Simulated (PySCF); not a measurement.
# C6H9FO: magnetic properties

What do calculations give for the magnetic properties of C6H9FO (`CCC1=C(F)COC1`)?

Programs: PySCF 2.14.0, with routines of our own; each step states its level. All values are computed. Atoms count from 0.

### Step 1. The starting structure

17 atoms, charge 0, multiplicity 1; geometry from: GFN2-xTB.

### Step 2. Magnetic properties: GIAO PBE0/pcSseg-1

The job: settings as JSON, then the geometry in Å.

```
{"job": {"kind": "mag", "xc": "PBE0", "basis": "pcSseg-1", "isotopologues": 2}, "charge": 0, "multiplicity": 1}
C      2.321108     0.388300     0.138037
C      1.305420    -0.712848    -0.138336
C     -0.112187    -0.253822    -0.061590
C     -0.652122     0.926088     0.206585
F     -0.042705     2.084903     0.499346
C     -2.150096     0.884661     0.161725
O     -2.449911    -0.456610    -0.172553
C     -1.250340    -1.206379    -0.315133
H      2.215443     1.196266    -0.580975
H      3.330265    -0.009753     0.066055
H      2.181483     0.798165     1.134742
H      1.476417    -1.133813    -1.134443
H      1.438618    -1.529454     0.578413
H     -2.598901     1.142900     1.131724
H     -2.559442     1.562362    -0.600615
H     -1.206765    -1.631722    -1.327322
H     -1.253283    -2.037214     0.404430
```

With the program's defaults for keys left out, this is: GIAO PBE0/pcSseg-1 magnetisability, rotational g tensor and spin-rotation constants, non-relativistic, gas phase.

On the command line:

```bash
$ OMP_NUM_THREADS=1 python excited_run.py task.json out
```

The driver reads the jobs from task.json and runs them one after another.

What it wrote:

```text
coarse grid: 14272 points
cycle   1  E = -408.4326025883  dE =  1.180e+00  |g| = 6.749e-01  |ddm| = 3.730e+00
cycle   2  E = -408.3597615465  dE =  7.284e-02  |g| = 9.368e-01  |ddm| = 1.361e+00
cycle   3  E = -408.5163006356  dE = -1.565e-01  |g| = 8.773e-02  |ddm| = 8.256e-01
cycle   4  E = -408.5176296534  dE = -1.329e-03  |g| = 4.136e-02  |ddm| = 1.108e-01
cycle   5  E = -408.5179937278  dE = -3.641e-04  |g| = 1.144e-02  |ddm| = 4.577e-02
cycle   6  E = -408.5180172899  dE = -2.356e-05  |g| = 5.147e-03  |ddm| = 1.384e-02
cycle   7  E = -408.5180234800  dE = -6.190e-06  |g| = 4.986e-04  |ddm| = 4.779e-03
final grid: 138408 points
cycle   8  E = -408.5832102388  dE = -3.425e-05  |g| = 1.219e-02  |ddm| = 3.078e-02
cycle   9  E = -408.5831829896  dE =  2.725e-05  |g| = 1.746e-02  |ddm| = 2.166e-02
cycle  10  E = -408.5832395990  dE = -5.661e-05  |g| = 1.478e-03  |ddm| = 1.338e-02
cycle  11  E = -408.5832400475  dE = -4.485e-07  |g| = 2.107e-04  |ddm| = 1.392e-03
cycle  12  E = -408.5832400522  dE = -4.777e-09  |g| = 1.512e-04  |ddm| = 2.936e-04
cycle  13  E = -408.5832400577  dE = -5.470e-09  |g| = 2.541e-05  |ddm| = 1.501e-04
cycle  14  E = -408.5832400579  dE = -1.389e-10  |g| = 8.308e-06  |ddm| = 2.774e-05
converged SCF energy = -408.5832400579

Magnetisability tensor (1e-30 J/T^2)
    -1111.99       12.34        3.19
       12.34    -1155.80       -5.34
        3.19       -5.34    -1132.93
isotropic -1133.57   principal values   -1160.34  -1131.75  -1108.63
isotropic susceptibility -68.265 1e-6 cm^3/mol

Inertial axes            a          b          c
rot. const./GHz      3.3197     1.7174     1.1648
chi total           -66.830    -69.811    -68.156
chi diamagnetic    -453.489   -816.107  -1132.541
chi paramagnetic    386.659    746.297   1064.385
quadrupole/D A       -4.512      2.894      1.618
g nuclear            0.5776     0.5879     0.5723
g electronic        -0.6030    -0.6021    -0.5825
g total             -0.0254    -0.0142    -0.0101

Spin-rotation constants (kHz, H = +C I.J)
atom  isotope        aa         bb         cc
  4    19F        3.999      2.235     -0.065
  8     1H       -0.332     -0.114     -0.025
  9     1H       -0.006     -0.144     -0.130
 10     1H       -0.332     -0.111     -0.027
 11     1H       -0.340     -0.103     -0.029
 12     1H       -0.339     -0.107     -0.026
 13     1H       -0.222     -0.123      0.006
 14     1H       -0.222     -0.122      0.005
 15     1H       -0.337     -0.064      0.007
 16     1H       -0.337     -0.067      0.009
  0    13C*       0.450      0.221      0.157
  1    13C*       0.500      0.276      0.157
  2    13C*       1.337      0.559      0.186
  3    13C*       1.579      0.534      0.340
  5    13C*       0.789      0.318      0.308
  6    17O*      -0.000     -0.102     -0.132
  7    13C*       0.624      0.418      0.328
* in the singly substituted isotopologue

Isotopologues: g along a, b, c
2H    at 8,9,10,11,12,1    -0.0222    -0.0120    -0.0089
13C   at 0                 -0.0254    -0.0139    -0.0100
```

Run time: 66 s. Hardware: 1 thread of Arm Neoverse N1, shared host; peak memory 0.8 GiB.

In short:

| quantity | value |
| --- | --- |
| magnetisability | -1134·10⁻³⁰ J/T² |
| molar susceptibility | -68.3·10⁻⁶ cm³/mol |
| rotational g (a, b, c) | -0.0254, -0.0142, -0.0101 |

Orbitals, density, ELF and potential are computed afterwards from the orbital file.

Frontier orbitals at PBE0/pcSseg-1, with the share of their density that lies nearest to each atom:

| orbital | energy (eV) | lies on |
| --- | --- | --- |
| HOMO | -6.74 | C2, C3 about 21 % each; O6 16 %; 4 H atoms about 7 % each |
| LUMO | 0.68 | C2, C3 about 32 % each |

ELF in a plane through or near 9 of the atoms.

Values, 10 rows by 14 columns:
```
0.00 0.00 0.00 0.00 0.00 0.00 0.00 0.00 0.00 0.00 0.00 0.00 0.00 0.00
0.00 0.00 0.00 0.00 0.00 0.00 0.00 0.04 0.01 0.00 0.00 0.00 0.00 0.00
0.00 0.00 0.00 0.00 0.01 0.00 0.53 0.83 0.52 0.00 0.01 0.00 0.00 0.00
0.00 0.00 0.02 0.07 0.37 0.09 0.54 0.75 0.30 0.29 0.44 0.05 0.00 0.00
0.00 0.00 0.86 0.87 0.26 0.45 0.05 0.54 0.41 0.44 0.57 0.05 0.00 0.00
0.00 0.00 0.98 0.99 0.62 0.65 0.92 0.71 0.23 0.71 0.72 0.21 0.00 0.00
0.00 0.00 0.02 0.03 0.17 0.66 0.38 0.62 0.70 0.70 0.82 0.39 0.00 0.00
0.00 0.00 0.00 0.00 0.03 0.10 0.02 0.08 0.56 0.16 0.01 0.00 0.00 0.00
0.00 0.00 0.00 0.00 0.00 0.00 0.00 0.01 0.02 0.01 0.00 0.00 0.00 0.00
0.00 0.00 0.00 0.00 0.00 0.00 0.00 0.00 0.00 0.00 0.00 0.00 0.00 0.00
```
The map spans 11.9 Å across and 9.5 Å up, centred on the molecule. Atoms in the plane (x, y in Å): C0 (-2.3, 0.5), C1 (-1.3, -0.7), C2 (0.1, -0.3), C3 (0.7, 0.9), F4 (0.1, 2.1), C5 (2.2, 0.8), O6 (2.4, -0.6), C7 (1.2, -1.3), H9 (-3.3, 0.2).

log10 of the density (e/Å³) in the same plane.

Ten even steps from ' ' (-4.0) to '@' (1.9):
```
                                                        
                                                        
                      ..::------::..                    
                ......::--======--::......              
          ....::::::::==++**##**++----::::::....        
        ..::::--------==**%%@@##++========--::..        
      ..::--====++++====++######**++++**++==--::..      
    ..::--==++++****++==++****####****##**++==::..      
    ..::==++****####**++++**##@@####%%%%**++==::..      
    ..--==**########********####******##**++==::..      
    ..--==++********####**##@@******######++==--..      
    ..::--======++**%%%%****######**##%%##**==--..      
      ..::::--==++********++****@@##******++==::        
        ....::--==++++++++==++**##****++++==--::        
            ..::--======----==++**++++==--::..          
              ..::::----::::--========--::..            
                  ..........::::----::....              
                            ....::....                  
                                                        
                                                        
```
The map spans 11.9 Å across and 9.5 Å up, centred on the molecule. Atoms in the plane (x, y in Å): C0 (-2.3, 0.5), C1 (-1.3, -0.7), C2 (0.1, -0.3), C3 (0.7, 0.9), F4 (0.1, 2.1), C5 (2.2, 0.8), O6 (2.4, -0.6), C7 (1.2, -1.3), H9 (-3.3, 0.2).

On the surface of density 0.002 e/bohr³ the electrostatic potential runs, from the 1st to the 99th percentile, from -1.50 V near O6 to 0.78 V near H11.

### Step 3. Magnetic properties: GIAO LC-wPBE/pcSseg-1

Settings changed since step 2:

```diff
@@ -1,2 +1,2 @@
-{"job": {"kind": "mag", "xc": "PBE0", "basis": "pcSseg-1", "isotopologues": 2}, "charge": 0, "multiplicity": 1}
+{"job": {"kind": "mag", "xc": "LC-wPBE", "basis": "pcSseg-1", "scf": {"aux": "def2-universal-jkfit"}}, "charge": 0, "multiplicity": 1}
 C      2.321108     0.388300     0.138037
```

Method: GIAO LC-wPBE/pcSseg-1 magnetisability, rotational g tensor and spin-rotation constants, non-relativistic, gas phase.

What it wrote:

```text
final grid: 138408 points
cycle   1  E = -408.6831082739  dE =  1.659e+00  |g| = 7.649e-01  |ddm| = 3.663e+00
cycle   2  E = -408.6954355051  dE = -1.233e-02  |g| = 8.003e-01  |ddm| = 1.092e+00
cycle   3  E = -408.7950281751  dE = -9.959e-02  |g| = 5.627e-02  |ddm| = 5.419e-01
cycle   4  E = -408.7957134859  dE = -6.853e-04  |g| = 2.133e-02  |ddm| = 6.500e-02
cycle   5  E = -408.7958120543  dE = -9.857e-05  |g| = 9.071e-03  |ddm| = 2.561e-02
cycle   6  E = -408.7958258680  dE = -1.381e-05  |g| = 1.821e-03  |ddm| = 9.045e-03
cycle   7  E = -408.7958274498  dE = -1.582e-06  |g| = 7.292e-04  |ddm| = 2.543e-03
cycle   8  E = -408.7958276526  dE = -2.028e-07  |g| = 1.882e-04  |ddm| = 1.365e-03
cycle   9  E = -408.7958276651  dE = -1.250e-08  |g| = 8.231e-05  |ddm| = 3.440e-04
cycle  10  E = -408.7958276718  dE = -6.678e-09  |g| = 2.692e-05  |ddm| = 1.570e-04
cycle  11  E = -408.7958276721  dE = -2.666e-10  |g| = 9.559e-06  |ddm| = 5.774e-05
converged SCF energy = -408.7958276721

Magnetisability tensor (1e-30 J/T^2)
    -1131.47       13.61        3.45
       13.61    -1177.86       -6.20
        3.45       -6.20    -1151.37
isotropic -1153.57   principal values   -1183.06  -1150.00  -1127.65
isotropic susceptibility -69.470 1e-6 cm^3/mol

Inertial axes            a          b          c
rot. const./GHz      3.3197     1.7174     1.1648
chi total           -67.988    -71.167    -69.254
chi diamagnetic    -453.080   -815.972  -1132.347
chi paramagnetic    385.092    744.806   1063.092
quadrupole/D A       -4.789      3.083      1.706
g nuclear            0.5776     0.5879     0.5723
g electronic        -0.6006    -0.6009    -0.5818
g total             -0.0229    -0.0130    -0.0094

Spin-rotation constants (kHz, H = +C I.J)
atom  isotope        aa         bb         cc
  4    19F        3.683      2.103     -0.100
  8     1H       -0.331     -0.115     -0.026
  9     1H       -0.013     -0.144     -0.129
 10     1H       -0.331     -0.112     -0.028
 11     1H       -0.342     -0.106     -0.031
 12     1H       -0.342     -0.110     -0.029
 13     1H       -0.224     -0.126      0.004
 14     1H       -0.224     -0.125      0.003
 15     1H       -0.341     -0.066      0.005
 16     1H       -0.340     -0.069      0.007
  0    13C*       0.426      0.210      0.148
  1    13C*       0.469      0.258      0.147
  2    13C*       1.365      0.547      0.177
  3    13C*       1.609      0.528      0.332
  5    13C*       0.758      0.300      0.302
  6    17O*       0.024     -0.083     -0.119
  7    13C*       0.591      0.399      0.320
* in the singly substituted isotopologue
```

It took 78 s on 1 thread of Arm Neoverse N1, shared host; peak memory 0.94 GiB.

From this job:

| quantity | value |
| --- | --- |
| magnetisability | -1154·10⁻³⁰ J/T² |
| molar susceptibility | -69.5·10⁻⁶ cm³/mol |
| rotational g (a, b, c) | -0.0229, -0.0130, -0.0094 |

### Step 4. The levels compared

| level | ξ (10⁻³⁰ J/T²) | g(a) | g(b) | gap (eV) | functions | time |
| --- | --- | --- | --- | --- | --- | --- |
| GIAO PBE0/pcSseg-1 | -1134 | -0.0254 | -0.0142 | 7.42 | 181 | 66 s |
| GIAO LC-wPBE/pcSseg-1 | -1154 | -0.0229 | -0.0130 | 12.36 | 181 | 78 s |

### Step 5. Results

```
                                           quantity                      value
       magnetisability (step 2, GIAO PBE0/pcSseg-1)           -1134·10⁻³⁰ J/T²
  molar susceptibility (step 2, GIAO PBE0/pcSseg-1)         -68.3·10⁻⁶ cm³/mol
rotational g (a, b, c) (step 2, GIAO PBE0/pcSseg-1)  -0.0254, -0.0142, -0.0101
              surface potential, 1st and 99th percentile         -1.50 V and 0.78 V
                    magnetisability over the levels  -1154 to -1134·10⁻³⁰ J/T²
```

**Reading.** The magnetisability spreads by 1.7 % over 2 levels of like cost. Two levels can agree by chance, so this spread shows no convergence. Vibrational averaging and real surroundings are missing from these values.
